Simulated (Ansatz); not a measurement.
# BH5O4Si: a ladder of functionals and wavefunction methods

One table from this session's results is given with a row withheld; the runs are named, their logs left out.

The runs use Ansatz 0.2.0, Gaussian basis; functionals in def2-TZVPP, the program's frozen cores in correlated methods.

The runs, in order: LDA (SPW92), PBE-D4, revPBE-D4, BLYP-D4, r2SCAN-D4, B97M-V, PBE0-D4, B3LYP-D4, r2SCANh-D4, r2SCAN0-D4, HSE06-D4, BHLYP-D4, CAM-B3LYP-D4, LC-ωPBE, ωB97X-V, ωB97M-V, B2PLYP, PBE-QIDH; CCSD(T)/def2-SVP; CCSD(T)/def2-TZVPP; MP2/def2-QZVPP; extrapolation to the limit; RPA on PBE.

## The relaxed structure

The geometry comes from an earlier relaxation with PBE0-D4 in a triple-zeta def2 set; it is a stationary point, not always the lowest conformer.

11 atoms, charge 0, spin multiplicity 1.

Atoms are counted from 1 here; the program's logs count them from 0.

Bond lengths: B1–O2 1.346 Å, B1–H7 1.198 Å, B1–H8 1.205 Å, O2–Si3 1.644 Å, Si3–O4 1.624 Å, Si3–O5 1.621 Å, Si3–O6 1.632 Å, O4–H9 0.958 Å, O5–H10 0.958 Å, O6–H11 0.958 Å. Angles: O2–B1–H7 118.4°, O2–B1–H8 120.3°, H7–B1–H8 121.4°, B1–O2–Si3 132.2°, O2–Si3–O4 113.3°, O2–Si3–O5 109.2°, O2–Si3–O6 103.5°, O4–Si3–O5 104.1°, O4–Si3–O6 112.8°, O5–Si3–O6 114.1°, Si3–O4–H9 117.4°, Si3–O5–H10 117.3°, Si3–O6–H11 117.1°.

Set-up of the first run:

File in.yaml:

```yaml
crystal:
  periodic: [false, false, false]
  atoms:
    - {symbol: B, position_ang: [0.808611, -1.615688, 0.995780]}
    - {symbol: O, position_ang: [0.909160, -0.620763, 0.095116]}
    - {symbol: Si, position_ang: [-0.119959, 0.586526, -0.336128]}
    - {symbol: O, position_ang: [-1.009337, 1.147153, 0.901855]}
    - {symbol: O, position_ang: [0.739889, 1.872971, -0.820318]}
    - {symbol: O, position_ang: [-1.027094, -0.088640, -1.512262]}
    - {symbol: H, position_ang: [1.716907, -2.391695, 1.090559]}
    - {symbol: H, position_ang: [-0.175109, -1.714033, 1.684923]}
    - {symbol: H, position_ang: [-1.689062, 0.570871, 1.252872]}
    - {symbol: H, position_ang: [1.528892, 1.704996, -1.336403]}
    - {symbol: H, position_ang: [-1.617500, 0.491201, -1.995395]}
basis:
  gaussian: {orbitals: def2-TZVPP}
hamiltonian: {xc: lda}
output: {orbitals: {seedname: orbitals}}
```

Command:

```bash
$ ansatz run in.yaml --threads 4 --pin off --events-out ev --progress --plain --max-ram 10444MiB
```

Among the steps run: LDA; PBE-D4 (GGA); revPBE-D4 (GGA); BLYP-D4 (GGA); r2SCAN-D4 (meta-GGA); B97M-V (meta-GGA); PBE0-D4 (hybrid); B3LYP-D4 (hybrid); r2SCANh-D4 (hybrid); r2SCAN0-D4 (hybrid); HSE06-D4 (hybrid); BHLYP-D4 (hybrid); CAM-B3LYP-D4 (range-separated); LC-ωPBE (range-separated); ωB97X-V (range-separated); ωB97M-V (range-separated); B2PLYP (double hybrid); PBE-QIDH (double hybrid).

One table of the session follows, with a row left open; its other results are not shown here.

It belongs to the step «Orbital energies across the functionals». 

```
  functional  HOMO (eV)  gap (eV)
 LDA (SPW92)      -7.06      5.15
      PBE-D4      -6.98      5.37
   revPBE-D4      -6.94      5.44
     BLYP-D4      -6.93      5.44
   r2SCAN-D4      -7.32      6.12
      B97M-V      -7.43      6.09
     PBE0-D4      -8.50      7.90
    B3LYP-D4      -8.31      7.45
  r2SCANh-D4      -7.88      7.03
  r2SCAN0-D4      -8.72      8.38
    HSE06-D4      -8.09      7.11
    BHLYP-D4          ?         ?
CAM-B3LYP-D4     -10.00     10.45
     LC-ωPBE     -11.34     13.04
     ωB97X-V     -11.01     12.59
     ωB97M-V     -10.87     12.16
```

Q: Estimate the row for BHLYP-D4 from the others.

Worked estimate for «HOMO (eV)». Against the share of exact exchange, BLYP-D4 (0, -6.93), B3LYP-D4 (0.2, -8.31) give a slope of -6.90 per unit share; at 0.5 the line stands at -10.38.

**Answer.** HOMO (eV): -9.99; gap (eV): 10.37. In «HOMO (eV)» the line misses by -0.39.
